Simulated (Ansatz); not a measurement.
# In2Au: properties at the relaxed cell

One table from this session's results is given with a row withheld; the runs are named, their logs left out.

Method: DFT r2SCAN, scalar-relativistic, plane waves, PAW, in Ansatz 0.2.0.

1 further run of the same task is left out (set aside as unsound or not needed).

## The starting structure

Symmetry: Fm-3m, No. 225, cubic system. The conventional cell has a = 6.570 Å, b = 6.570 Å, c = 6.570 Å, α = 90.00°, β = 90.00°, γ = 90.00°. In (site symmetry -43m) is surrounded by 4 Au at 2.84 Å. Au (site symmetry m-3m) is surrounded by 8 In at 2.84 Å.

Coordinates:

```cif
data_structure
_symmetry_space_group_name_H-M 'P 1'
_symmetry_Int_Tables_number 1
_cell_length_a 4.6454
_cell_length_b 4.6454
_cell_length_c 4.6454
_cell_angle_alpha 60.000
_cell_angle_beta 60.000
_cell_angle_gamma 60.000
_cell_volume 70.88
loop_
_atom_site_label
_atom_site_type_symbol
_atom_site_fract_x
_atom_site_fract_y
_atom_site_fract_z
_atom_site_occupancy
In1 In 0.25000 0.25000 0.25000 1
In2 In 0.75000 0.75000 0.75000 1
Au1 Au 0.00000 0.00000 0.00000 1
```

It is the result of an earlier relaxation at this level (volume 23.63 Å³/atom; gap on the mesh: none (metal)).

The first run:

Contents of input.yaml:

```yaml
crystal:
  lattice:
    - [0.0, 3.284760162, 3.284760162]
    - [3.284760162, 0.0, 3.284760162]
    - [3.284760162, 3.284760162, 0.0]
  atoms:
    - { symbol: In, position: [0.25, 0.25, 0.25] }
    - { symbol: In, position: [0.75, 0.75, 0.75] }
    - { symbol: Au, position: [0.0, 0.0, 0.0] }
basis:
  ecutwfc: 500
kpoints:
  mp_grid: { grid: [12, 12, 12] }
  band_path:
    path:
      - [[0.0, 0.0, 0.0], [0.5, 0.0, 0.5], [0.625, 0.25, 0.625]]
      - [[0.375, 0.375, 0.75], [0.0, 0.0, 0.0], [0.5, 0.5, 0.5], [0.5, 0.25, 0.75], [0.5, 0.0, 0.5]]
    npoints: 14
hamiltonian:
  xc: r2scan
scf:
  occupations: { method: gaussian, width: 0.1 }
  n_extra_bands: 7
output:
  forces: true
  stress: true
  eigenvalues: true
  populations: true
  dos: { projected: true, de: 0.02, nscf_kmesh: { grid: [18, 18, 18] } }
  bader: true
  write_density: true
  write_potential: true
  elf: true
  volumetric_format: npy
```

On the command line:

```console
$ ansatz run input.yaml --threads 1 --pin off --max-ram 2560MiB --backend cpu --events-out ev --progress --plain --runs-dir out
```

Steps of the session up to this table: Bands, states and charges; The cell as listed, for comparison; The cell scaled to 0.97 of its volume; Point at V/V0 = 1.03; Volume × 0.94; The cell scaled to 1.06 of its volume; The cell scaled to 0.91 of its volume; Volume × 1.10; The cell scaled to 0.88 of its volume.

One table of the session follows, with a row left open; its other results are not shown here.

It belongs to the step «Energy against volume». 

```
volume (Å³/atom)  energy above the lowest point (meV/atom)  pressure (GPa)
          20.792                                      98.4           13.08
          21.501                                      50.8            8.64
          22.210                                      20.7            5.11
          22.919                                         ?               ?
          23.628                                       0.0            0.01
          24.336                                       4.1           -1.78
          25.045                                      15.1           -3.15
          25.990                                      38.0           -4.67
```

Estimate the missing values for volume (Å³/atom) = 22.919.

Worked estimate for «energy above the lowest point (meV/atom)». A straight line through the neighbours (22.210, 20.7) and (23.628, 0.0) gives 20.7 + (0.0 − 20.7) × (22.919 − 22.210) / (23.628 − 22.210) = 10.3; a parabola fitted to 4 rows on both sides gives 4.6.

As computed: energy above the lowest point (meV/atom): 4.7; pressure (GPa): 2.26. In «energy above the lowest point (meV/atom)» the line misses by +5.6 and the parabola by -0.1.
